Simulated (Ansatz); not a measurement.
# Ir (Ir, hcp): the cost of one run

Method: DFT BLYP, plane waves (420 eV) with PAW, scalar-relativistic; PAW files made under PBE, frozen cores solved again for the functional, in Ansatz 0.2.0.

**1. The starting structure**

The structure is hexagonal, space group P6_3/mmc (No. 194). The conventional cell has a = 2.715 Å, b = 2.715 Å, c = 4.433 Å, α = 90.00°, β = 90.00°, γ = 120.00°. Ir (site symmetry -6m2) has 12 Ir at 2.71 Å as nearest neighbours.

Coordinates:

```cif
data_structure
_symmetry_space_group_name_H-M 'P 1'
_symmetry_Int_Tables_number 1
_cell_length_a 2.7149
_cell_length_b 2.7149
_cell_length_c 4.4334
_cell_angle_alpha 90.000
_cell_angle_beta 90.000
_cell_angle_gamma 120.000
_cell_volume 28.30
loop_
_atom_site_label
_atom_site_type_symbol
_atom_site_fract_x
_atom_site_fract_y
_atom_site_fract_z
_atom_site_occupancy
Ir1 Ir 0.33333 0.66667 0.25000 1
Ir2 Ir 0.66667 0.33333 0.75000 1
```

**2. Geometry optimisation**

Input file input.yaml:

```yaml
crystal:
  lattice:
    - [2.7148619862, 0.0, 0.0]
    - [-1.3574309931, 2.3511394478, 0.0]
    - [0.0, 0.0, 4.4333696235]
  atoms:
    - { symbol: Ir, position: [0.3333333333, 0.6666666667, 0.25] }
    - { symbol: Ir, position: [0.6666666667, 0.3333333333, 0.75] }
hamiltonian:
  xc: blyp
  pseudopotentials:
    kind: paw
    azcp:
      Ir: "pseudopotentials/Ir.paw.azcp"
basis:
  ecutwfc: 420
  fft_grid_basis: typed
kpoints:
  mp_grid: { grid: [13, 13, 7], shift: [0, 0, 0] }
magnetization:
  spin_polarized: false
scf:
  occupations: { method: fermi_dirac, width: 0.1 }
relax:
  max_steps: 60
  f_tol: 0.01
  cell: {}
```

What time and memory should one allow on 2 threads of Arm Neoverse V1, shared host?

About 6.6 s, with a peak of 0.33 GiB.
